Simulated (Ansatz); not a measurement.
HCN in Ansatz: the effect of exact exchange

HCN:

```xyz
3
Lattice="-2.3161 2.3161 2.1599 2.3161 -2.3161 2.1599 2.3161 2.3161 -2.1599" Properties=species:S:1:pos:R:3 pbc="T T T"
N     0.0000    0.0000    1.1747
C     0.0000    0.0000    0.0159
H     0.0000    0.0000    3.2489
```

The cell comes from a database or a generator and needn't be the stable form of this composition.

Alike in all runs:

```yaml
Program: Ansatz 0.2.0
Task: single point
Functional: HSE06 form with a typed share of exact exchange
Potentials_or_basis: Ansatz PAW
Cutoff: "420 eV (not typed: the program's choice for these potentials)"
k_mesh: 4 × 4 × 4
Occupations: fermi-dirac, width 0.05 eV
Spin: no spin polarisation
```

```tsv
exact exchange	gap on the mesh (eV)	pressure (GPa)	largest force (eV/Å)
0.25	8.34	-2.4	1.75
0.3	8.65	-2.9	2.04
0.4	9.26	-3.8	2.60
0.5	9.88	-4.8	3.15
0.05	?	?	?
0.1	7.40	-1.0	0.91
0.15	7.71	-1.5	1.17
0.2	8.03	-1.9	1.46
```

**Question.** What does the run with exact exchange 0.05 give?

**Answer.** gap on the mesh 7.09 eV; pressure -0.5 GPa; largest force 0.67 eV/Å.

Worked out: A straight line through the other rows of the gap on the mesh, of slope 6.19 eV per unit of exact exchange, extrapolates to 7.10 eV, against the run's 7.09. A straight line through the other rows of the pressure, of slope -9.46 GPa per unit of exact exchange, extrapolates to -0.5 GPa, against the run's -0.5. A straight line through the other rows of the largest force, of slope 5.64 eV/Å per unit of exact exchange, extrapolates to 0.62 eV/Å, against the run's 0.67.

Caveats: all runs use coarse meshes; the PAW data sets come from PBE, with cores solved anew for the run's functional, which leaves a small shift of forces and pressure; the thresholds are loose for stress; forces of over 1 eV/Å show positions far from the minimum, so gaps and moduli don't describe the material at rest (some runs).

A k mesh can miss the band edges.
